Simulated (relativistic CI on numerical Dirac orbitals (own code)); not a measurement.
# Ba XLVII (Ba⁴⁶⁺): levels and lines

What are the lowest levels and the strongest lines of Ba⁴⁶⁺? One CI run answers it; further runs change one setting each.

Method: Dirac-Coulomb-Breit CI, KLI orbitals optimised for each configuration, model QED (radiative potential, 1s self-energy scaled to tabulated hydrogen-like ionisation energies). Code: relativistic CI on numerical Dirac orbitals (own code) version 2.

## (1) The atom as given

* ion: Ba⁴⁶⁺ (Ba XLVII)
* nuclear charge: 56
* electrons: 10
* isotope: A = 138
* first configuration typed: [He] 2s2 2p6

The outer shells:

first configuration typed
```
[He] core
2s [↑↓]
2p [↑↓][↑↓][↑↓]
```

## (2) The main run

Settings of the run:

```ini
atom Ba  Z=56  charge=46  electrons=10
nucleus A=138  rms_radius_fm=4.8378
hamiltonian dirac-coulomb  breit=on  qed=on  c_scale=1
orbitals kli  potential=per-configuration
slater_scale 1
correlation none
mixing on
configurations
  [He] 2s2 2p6
  [He] 2s2 2p5 3s
  [He] 2s2 2p5 3p
  [He] 2s2 2p5 3d
  [He] 2s 2p6 3s
  [He] 2s 2p6 3p
  [He] 2s 2p6 3d
  [He] 2s2 2p5 4s
  [He] 2s2 2p5 4p
  [He] 2s2 2p5 4d
  [He] 2s2 2p5 4f
  [He] 2s 2p6 4s
  [He] 2s 2p6 4p
  [He] 2s2 2p4 3s2
  [He] 2s 2p6 4d
  [He] 2s 2p6 4f
end
```

The program writes no log. Results of the run, from its result record (rounded, main fields):

```text
{
  "status": "converged",
  "levels [i, E_cm, J2, conf, term, w_term, jj, w_jj, g, tau_s]": [
    [0, 0, 0, "2s2 2p6", "1S", 1, "closed", 1, "-", "-"],
    [1, 36790448, 4, "2s2 2p5 3s", "3P*", 0.9996, "2p3/2^3 3s", 0.9996, 1.484, 3.124e-09],
    [2, 36837770, 2, "2s2 2p5 3s", "1P*", 0.6563, "2p3/2^3 3s", 0.9991, 1.15, 2.383e-14],
    [3, 37578336, 2, "2s2 2p5 3p", "3P", 0.4818, "2p3/2^3 3p1/2", 0.9945, 1.53, 4.918e-11],
    [4, 37597899, 4, "2s2 2p5 3p", "3D", 0.5076, "2p3/2^3 3p1/2", 0.9997, 1.149, 5.947e-12],
    [5, 38415811, 6, "2s2 2p5 3p", "3D", 0.9998, "2p3/2^3 3p3/2", 0.9998, 1.32, 5.595e-12],
    [6, 38416241, 2, "2s2 2p5 3p", "1P", 0.568, "2p3/2^3 3p3/2", 0.9938, 1.283, 6.197e-12],
    [7, 38486603, 4, "2s2 2p5 3p", "3P", 0.6685, "2p3/2^3 3p3/2", 0.9999, 1.321, 2.9e-12],
    [8, 38792245, 0, "2s2 2p5 3p", "1S", 0.5597, "2p3/2^3 3p3/2", 0.9874, "-", 3.002e-12],
    [9, 39317180, 0, "2s2 2p5 3d", "3P*", 0.9979, "2p3/2^3 3d3/2", 0.9979, "-", 6.332e-12],
    [10, 39368130, 2, "2s2 2p5 3d", "3P*", 0.7365, "2p3/2^3 3d3/2", 0.9234, 1.226, 3.595e-13],
    [11, 39396137, 6, "2s2 2p5 3d", "3F*", 0.5476, "2p3/2^3 3d3/2", 0.9996, 1.056, 5.74e-12],
    [12, 39432673, 4, "2s2 2p5 3d", "3D*", 0.5628, "2p3/2^3 3d3/2", 0.9837, 1.092, 5.397e-12],
    [13, 39558791, 8, "2s2 2p5 3d", "3F*", 1, "2p3/2^3 3d5/2", 1, 1.239, 1.904e-11],
    [14, 39595309, 4, "2s2 2p5 3d", "1D*", 0.5221, "2p3/2^3 3d5/2", 0.9832, 1.17, 1.494e-11],
    [15, 39653975, 6, "2s2 2p5 3d", "3D*", 0.7011, "2p3/2^3 3d5/2", 0.9997, 1.225, 1.689e-11],
    [16, 39817089, 2, "2s2 2p5 3d", "1P*", 0.5605, "2p3/2^3 3d5/2", 0.836, 0.9632, 1.252e-15],
    [17, 39960982, 0, "2s2 2p5 3s", "3P*", 0.9976, "2p1/2 2p3/2^4 3s", 0.9976, "-", 7.755e-10],
    [18, 39998665, 2, "2s2 2p5 3s", "3P*", 0.5925, "2p1/2 2p3/2^4 3s", 0.9096, 1.277, 4.642e-14],
    [19, 40743302, 2, "2s2 2p5 3p", "3D", 0.7319, "2p1/2 2p3/2^4 3p1/2", 0.9988, 0.6495, 5.063e-11],
    [20, 41012513, 0, "2s2 2p5 3p", "3P", 0.56, "2p1/2 2p3/2^4 3p1/2", 0.9864, "-", 1.013e-11],
    [21, 41588844, 2, "2s2 2p5 3p", "3P", 0.5097, "2p1/2 2p3/2^4 3p3/2", 0.9842, 1.487, 4.861e-12],
    [22, 41614385, 4, "2s2 2p5 3p", "3D", 0.492, "2p1/2 2p3/2^4 3p3/2", 0.9994, 1.155, 2.845e-12],
    [23, 42558516, 4, "2s2 2p5 3d", "3F*", 0.7367, "2p1/2 2p3/2^4 3d3/2", 0.9997, 0.7571, 5.579e-12],
    [24, 42610231, 2, "2s 2p6 3s", "3S", 0.9825, "2s 3s", 0.9825, 1.98, 3.584e-13],
    [25, 42704863, 2, "2s2 2p5 3d", "3D*", 0.4685, "2p1/2 2p3/2^4 3d3/2", 0.9832, 0.8347, 1.708e-15],
    [26, 42758050, 4, "2s2 2p5 3d", "3P*", 0.4552, "2p1/2 2p3/2^4 3d5/2", 0.9965, 1.277, 1.531e-11],
    [27, 42768658, 0, "2s 2p6 3s", "1S", 0.9981, "2s 3s", 0.9981, "-", 4.252e-13],
    [28, 42781420, 6, "2s2 2p5 3d", "3F*", 0.4325, "2p1/2 2p3/2^4 3d5/2", 0.9998, 1.102, 1.756e-11],
    [29, 43399214, 0, "2s 2p6 3p", "3P*", 0.9973, "2s 3p1/2", 0.9973, "-", 3.776e-13],
    [30, 43417019, 2, "2s 2p6 3p", "3P*", 0.6851, "2s 3p1/2", 0.9852, 1.326, 2.048e-14],
    [31, 44242322, 4, "2s 2p6 3p", "3P*", 0.9962, "2s 3p3/2", 0.9962, 1.489, 3.529e-13],
    [32, 44277346, 2, "2s 2p6 3p", "1P*", 0.6918, "2s 3p3/2", 0.9975, 1.15, 7.154e-15],
    [33, 45179980, 2, "2s 2p6 3d", "3D", 0.9992, "2s 3d3/2", 0.9992, 0.4959, 4.002e-13],
    [34, 45209251, 4, "2s 2p6 3d", "3D", 0.8259, "2s 3d3/2", 0.9359, 1.126, 3.239e-13],
    "... 54 more rows left out ..."
  ],
  "lines, the strongest and those to the lowest levels [upper, lower, type, S_au, A_per_s, branching]": [
    [1, 0, "M2", 2.12e-07, 3.201e+08, 1],
    [3, 0, "M1", 0.003053, 1.457e+09, 0.07164],
    [4, 0, "E2", 8.843e-05, 1.488e+11, 0.8851],
    [7, 0, "E2", 7.739e-05, 1.464e+11, 0.4245],
    [14, 0, "M2", 4.749e-06, 1.035e+10, 0.1547],
    [16, 0, "E1", 0.01874, 7.99e+14, 0.9999],
    [17, 2, "M1", 0.6696, 5.502e+08, 0.4267],
    [22, 0, "E2", 6.037e-05, 1.688e+11, 0.4801],
    [25, 0, "E1", 0.01113, 5.853e+14, 0.9997],
    [26, 0, "M2", 7.226e-07, 2.313e+09, 0.03541],
    [34, 0, "E2", 9.756e-05, 4.127e+11, 0.1337],
    [36, 0, "E2", 0.0004571, 1.991e+12, 0.4433],
    [52, 0, "E1", 0.00335, 3.144e+14, 0.9013],
    [54, 11, "E1", 0.1504, 6.628e+13, 0.9271],
    [57, 13, "E1", 0.2015, 7.046e+13, 0.9986],
    [68, 0, "E1", 0.001693, 1.887e+14, 0.8471],
    [73, 28, "E1", 0.166, 7.036e+13, 0.9985],
    [87, 35, "E1", 0.1655, 7.025e+13, 0.9623]
  ],
  "n_levels_all": 94,
  "total_energy [Ha]": -6011.9844798,
  "configurations [conf, odd, states, E_av_cm, breit_Ha, qed_Ha, corr_Ha]": [
    ["2s2 2p6", 0, 1, 898.497, 5.229, 4.228, "-"],
    ["2s2 2p5 3s", 1, 12, 3.78681e+07, 4.872, 4.281, "-"],
    ["2s2 2p5 3p", 0, 36, 3.92311e+07, 4.893, 4.218, "-"],
    ["2s2 2p5 3d", 1, 60, 4.05953e+07, 4.829, 4.212, "-"],
    ["2s 2p6 3s", 0, 4, 4.26313e+07, 4.974, 4.046, "-"],
    ["2s 2p6 3p", 1, 12, 4.39652e+07, 4.995, 3.984, "-"],
    ["2s 2p6 3d", 0, 20, 4.53272e+07, 4.937, 3.979, "-"],
    ["2s2 2p5 4s", 1, 12, 5.16468e+07, 4.822, 4.241, "-"],
    ["2s2 2p5 4p", 0, 36, 5.22077e+07, 4.831, 4.215, "-"],
    ["2s2 2p5 4d", 1, 60, 5.27406e+07, 4.804, 4.213, "-"],
    ["2s2 2p5 4f", 0, 84, 5.29935e+07, 4.791, 4.213, "-"],
    ["2s 2p6 4s", 0, 4, 5.63789e+07, 4.925, 4.007, "-"],
    ["2s 2p6 4p", 1, 12, 5.69315e+07, 4.933, 3.981, "-"],
    ["2s2 2p4 3s2", 0, 15, 7.65478e+07, 4.534, 4.334, "-"],
    "... 2 more rows left out ..."
  ],
  "radial 2s2 2p5 3s [Ha, bohr]": {"<r^-3>(2p)": 6659.7, "<r^1>(2p)": 0.093081, "<r^2>(2p)": 0.010531, "<r^4>(2p)": 0.00021502, "zeta(2p)": 9.6123, "<r^1>(3s)": 0.25456, "<r^2>(3s)": 0.073845, "<r^4>(3s)": 0.0079312, "G1(2p,3s)": 0.48364},
  "ionisation_energy [eV]": 8325.23
}
```

Wall time 0.88 s (1 thread, shared host).

The same levels in spectroscopic notation (° marks odd parity):

```tsv
level	energy (eV)	LS purity (%)	jj purity (%)	radiative lifetime (s)
2p6 1S0	0.00	100	100	-
2p5 3s 3P°2	4561.43	100	100	3.1e-09
2p5 3s [2p3/2^3 3s] J=1°	4567.30	66	100	2.4e-14
2p5 3p [2p3/2^3 3p1/2] J=1	4659.12	48	99	4.9e-11
2p5 3p [2p3/2^3 3p1/2] J=2	4661.55	51	100	5.9e-12
2p5 3p 3D3	4762.95	100	100	5.6e-12
2p5 3p [2p3/2^3 3p3/2] J=1	4763.01	57	99	6.2e-12
2p5 3p [2p3/2^3 3p3/2] J=2	4771.73	67	100	2.9e-12
2p5 3p [2p3/2^3 3p3/2] J=0	4809.63	56	99	3e-12
2p5 3d 3P°0	4874.71	100	100	6.3e-12
2p5 3d 3P°1	4881.03	74	92	3.6e-13
2p5 3d [2p3/2^3 3d3/2] J=3°	4884.50	55	100	5.7e-12
2p5 3d [2p3/2^3 3d3/2] J=2°	4889.03	56	98	5.4e-12
2p5 3d 3F°4	4904.67	100	100	1.9e-11
```

Where the configurations lie:

```tsv
configuration	levels among the lowest 60	parity	lowest (eV)	highest (eV)
2p6	1	even	0.00	0.00
2p5 3s	4	odd	4561.43	4959.20
2p5 3p	10	even	4659.12	5159.53
2p5 3d	12	odd	4874.71	5304.22
2s 2p6 3s	2	even	5283.00	5302.64
2s 2p6 3p	4	odd	5380.82	5489.69
2s 2p6 3d	4	even	5601.60	5637.73
2p5 4s	2	odd	6271.38	6273.37
2p5 4p	6	even	6311.97	6371.02
```

The strongest allowed lines among the lowest 89 of 94 levels, ranked by gA:

```tsv
upper	lower	wavelength (nm)	A (1/s)
2p5 3d [2p3/2^3 3d5/2] J=1°	2p6 1S0	0.2511	7.99e+14
2p5 3d [2p1/2 2p3/2^4 3d3/2] J=1°	2p6 1S0	0.2342	5.85e+14
2p5 4d [2p3/2^3 4d5/2] J=1°	2p6 1S0	0.1931	3.14e+14
2p5 4f 3G5	2p5 3d 3F°4	0.8076	7.05e+13
2p5 4f [2p1/2 2p3/2^4 4f7/2] J=4	2p5 3d [2p1/2 2p3/2^4 3d5/2] J=3°	0.8099	7.04e+13
2s 2p6 4f 3F°4	2s 2p6 3d 3D3	0.8095	7.02e+13
2p5 4f [2p3/2^3 4f5/2] J=4	2p5 3d [2p3/2^3 3d3/2] J=3°	0.7993	6.63e+13
2p5 4d [2p1/2 2p3/2^4 4d3/2] J=1°	2p6 1S0	0.1823	1.89e+14
2p5 4f [2p3/2^3 4f7/2] J=4	2p5 3d [2p3/2^3 3d5/2] J=3°	0.8126	6.2e+13
2p5 4f [2p1/2 2p3/2^4 4f7/2] J=3	2p5 3d [2p1/2 2p3/2^4 3d5/2] J=2°	0.8084	6.74e+13
```

## (3) Without the Breit term

The settings differ from step 2 so:

```diff
@@ -2,3 +2,3 @@
 nucleus A=138  rms_radius_fm=4.8378
-hamiltonian dirac-coulomb  breit=on  qed=on  c_scale=1
+hamiltonian dirac-coulomb  breit=off  qed=on  c_scale=1
 orbitals kli  potential=per-configuration
```

Result record:

```text
{
  "status": "converged",
  "levels [i, E_cm, J2, conf, term, w_term, w_jj]": [
    [0, 0, 0, "2s2 2p6", "1S", 1, 1],
    [1, 36854519, 4, "2s2 2p5 3s", "3P*", 0.9996, 0.9996],
    [2, 36900542, 2, "2s2 2p5 3s", "1P*", 0.6564, 0.9992],
    [3, 37624861, 2, "2s2 2p5 3p", "3P", 0.4826, 0.9949],
    [4, 37650756, 4, "2s2 2p5 3p", "3D", 0.5073, 0.9998],
    [5, 38479909, 2, "2s2 2p5 3p", "1P", 0.5663, 0.9941],
    [6, 38481896, 6, "2s2 2p5 3p", "3D", 0.9998, 0.9998],
    [7, 38546818, 4, "2s2 2p5 3p", "3P", 0.6686, 0.9999],
    [8, 38847156, 0, "2s2 2p5 3p", "1S", 0.5619, 0.9879],
    [9, 39372095, 0, "2s2 2p5 3d", "3P*", 0.9978, 0.9978],
    [10, 39432024, 2, "2s2 2p5 3d", "3P*", 0.7371, 0.9219],
    [11, 39469116, 6, "2s2 2p5 3d", "3F*", 0.5477, 0.9996],
    [12, 39496959, 4, "2s2 2p5 3d", "3D*", 0.5616, 0.9851],
    [13, 39638303, 8, "2s2 2p5 3d", "3F*", 1, 1],
    [14, 39668223, 4, "2s2 2p5 3d", "1D*", 0.5192, 0.9846],
    [15, 39727366, 6, "2s2 2p5 3d", "3D*", 0.7, 0.9997],
    "... 73 more rows left out ..."
  ],
  "n_levels_all": 94,
  "total_energy [Ha]": -6017.2100159,
  "configurations [conf, odd, states, E_av_cm, breit_Ha, qed_Ha, corr_Ha]": [
    ["2s2 2p6", 0, 1, 114.059, 5.229, 4.228, "-"],
    ["2s2 2p5 3s", 1, 12, 3.79456e+07, 4.872, 4.281, "-"],
    ["2s2 2p5 3p", 0, 36, 3.9304e+07, 4.893, 4.218, "-"],
    ["2s2 2p5 3d", 1, 60, 4.06823e+07, 4.829, 4.212, "-"],
    ["2s 2p6 3s", 0, 4, 4.26865e+07, 4.974, 4.046, "-"],
    ["2s 2p6 3p", 1, 12, 4.40159e+07, 4.995, 3.984, "-"],
    ["2s 2p6 3d", 0, 20, 4.53906e+07, 4.937, 3.979, "-"],
    ["2s2 2p5 4s", 1, 12, 5.17353e+07, 4.822, 4.241, "-"],
    ["2s2 2p5 4p", 0, 36, 5.22943e+07, 4.831, 4.215, "-"],
    ["2s2 2p5 4d", 1, 60, 5.28331e+07, 4.804, 4.213, "-"],
    ["2s2 2p5 4f", 0, 84, 5.30888e+07, 4.791, 4.213, "-"],
    ["2s 2p6 4s", 0, 4, 5.64448e+07, 4.925, 4.007, "-"],
    ["2s 2p6 4p", 1, 12, 5.69956e+07, 4.933, 3.981, "-"],
    ["2s2 2p4 3s2", 0, 15, 7.66996e+07, 4.534, 4.334, "-"],
    "... 2 more rows left out ..."
  ],
  "ionisation_energy [eV]": 8335.41
}
```

Wall time 0.44 s (1 thread, shared host).

How the levels moved (eV, from the main run's lowest level):

```tsv
level	main run	shift
2p5 3s 3P°2	4561.43	+7.94
2p5 3s [2p3/2^3 3s] J=1°	4567.30	+7.78
2p5 3p [2p3/2^3 3p1/2] J=1	4659.12	+5.77
2p5 3p [2p3/2^3 3p1/2] J=2	4661.55	+6.55
2p5 3p 3D3	4762.95	+8.19
2p5 3p [2p3/2^3 3p3/2] J=1	4763.01	+7.89
2p5 3p [2p3/2^3 3p3/2] J=2	4771.73	+7.47
2p5 3p [2p3/2^3 3p3/2] J=0	4809.63	+6.81
2p5 3d 3P°0	4874.71	+6.81
2p5 3d 3P°1	4881.03	+7.92
2p5 3d [2p3/2^3 3d3/2] J=3°	4884.50	+9.05
2p5 3d [2p3/2^3 3d3/2] J=2°	4889.03	+7.97
```

## (4) Without QED terms

The settings differ from step 3 so:

```diff
@@ -2,3 +2,3 @@
 nucleus A=138  rms_radius_fm=4.8378
-hamiltonian dirac-coulomb  breit=off  qed=on  c_scale=1
+hamiltonian dirac-coulomb  breit=on  qed=off  c_scale=1
 orbitals kli  potential=per-configuration
```

Result record:

```text
{
  "status": "converged",
  "levels [i, E_cm, J2, conf, term, w_term, w_jj]": [
    [0, 0, 0, "2s2 2p6", "1S", 1, 1],
    [1, 36780559, 4, "2s2 2p5 3s", "3P*", 0.9996, 0.9996],
    [2, 36827919, 2, "2s2 2p5 3s", "1P*", 0.6563, 0.9992],
    [3, 37583099, 2, "2s2 2p5 3p", "3P", 0.4818, 0.9945],
    [4, 37602651, 4, "2s2 2p5 3p", "3D", 0.5076, 0.9997],
    [5, 38419204, 6, "2s2 2p5 3p", "3D", 0.9998, 0.9998],
    [6, 38419669, 2, "2s2 2p5 3p", "1P", 0.568, 0.9938],
    [7, 38489996, 4, "2s2 2p5 3p", "3P", 0.6685, 0.9999],
    [8, 38795603, 0, "2s2 2p5 3p", "1S", 0.5595, 0.9873],
    [9, 39322574, 0, "2s2 2p5 3d", "3P*", 0.9979, 0.9979],
    [10, 39373471, 2, "2s2 2p5 3d", "3P*", 0.7367, 0.9232],
    [11, 39401489, 6, "2s2 2p5 3d", "3F*", 0.5476, 0.9996],
    "... 77 more rows left out ..."
  ],
  "n_levels_all": 94,
  "total_energy [Ha]": -6016.2119921,
  "configurations [conf, odd, states, E_av_cm, breit_Ha, qed_Ha, corr_Ha]": [
    ["2s2 2p6", 0, 1, 796.152, 5.229, 4.228, "-"],
    ["2s2 2p5 3s", 1, 12, 3.78564e+07, 4.872, 4.281, "-"],
    ["2s2 2p5 3p", 0, 36, 3.92332e+07, 4.893, 4.218, "-"],
    ["2s2 2p5 3d", 1, 60, 4.05987e+07, 4.829, 4.212, "-"],
    ["2s 2p6 3s", 0, 4, 4.26711e+07, 4.974, 4.046, "-"],
    ["2s 2p6 3p", 1, 12, 4.40186e+07, 4.995, 3.984, "-"],
    ["2s 2p6 3d", 0, 20, 4.53818e+07, 4.937, 3.979, "-"],
    ["2s2 2p5 4s", 1, 12, 5.16439e+07, 4.822, 4.241, "-"],
    ["2s2 2p5 4p", 0, 36, 5.22103e+07, 4.831, 4.215, "-"],
    ["2s2 2p5 4d", 1, 60, 5.27437e+07, 4.804, 4.213, "-"],
    ["2s2 2p5 4f", 0, 84, 5.29965e+07, 4.791, 4.213, "-"],
    ["2s 2p6 4s", 0, 4, 5.64274e+07, 4.925, 4.007, "-"],
    ["2s 2p6 4p", 1, 12, 5.69855e+07, 4.933, 3.981, "-"],
    ["2s2 2p4 3s2", 0, 15, 7.65244e+07, 4.534, 4.334, "-"],
    "... 2 more rows left out ..."
  ],
  "ionisation_energy [eV]": 8325.83
}
```

Wall time 0.46 s (1 thread, shared host).

How the levels moved (eV, from the main run's lowest level):

```tsv
level	main run	shift
2p5 3s 3P°2	4561.43	-1.23
2p5 3s [2p3/2^3 3s] J=1°	4567.30	-1.22
2p5 3p [2p3/2^3 3p1/2] J=1	4659.12	+0.59
2p5 3p [2p3/2^3 3p1/2] J=2	4661.55	+0.59
2p5 3p 3D3	4762.95	+0.42
2p5 3p [2p3/2^3 3p3/2] J=1	4763.01	+0.43
2p5 3p [2p3/2^3 3p3/2] J=2	4771.73	+0.42
2p5 3p [2p3/2^3 3p3/2] J=0	4809.63	+0.42
2p5 3d 3P°0	4874.71	+0.67
2p5 3d 3P°1	4881.03	+0.66
2p5 3d [2p3/2^3 3d3/2] J=3°	4884.50	+0.66
2p5 3d [2p3/2^3 3d3/2] J=2°	4889.03	+0.66
```

## (5) The runs side by side

| run | time | mean size of shift, levels followed (cm⁻¹) | lowest level | ionisation energy (eV) |
| --- | --- | --- | --- | --- |
| main run | 0.88 s | 0 | 2p6 1S0 | 8325.2 |
| without the Breit term | 0.44 s | 60598 | 2p6 1S0 | 8335.4 |
| without QED terms | 0.46 s | 5355 | 2p6 1S0 | 8325.8 |

The tabulated theoretical ionisation energy (NIST) is 8326 eV.

## (6) What came out

| quantity | value |
| --- | --- |
| lowest level | 2p6 1S0 |
| first excitation | 2p5 3s 3P°2, 4561.43 eV |
| lowest level of the other parity | 2p5 3s 3P°2, 4561.43 eV |
| levels in the model | 94 |
| fastest E1 line (by rate) to the lowest level among the lowest 89 of 94 levels | 0.2511 nm, from 2p5 3d [2p3/2^3 3d5/2] J=1° |
| ionisation energy | 8325.2 eV |
| ionisation energy, tabulated theoretical (NIST) | 8326 eV |

**Reading.** 2p6 1S0 comes out lowest; its LS label holds 100 % and its jj label 100 %; over the low levels the means are 72 and 99 %, so jj coupling describes them better. The ionisation energy agrees with the tabulated theoretical value within its uncertainty of 4 eV. The largest mover is «without the Breit term» (60598 cm⁻¹ on average). Lifetimes count radiative decay inside the model alone.
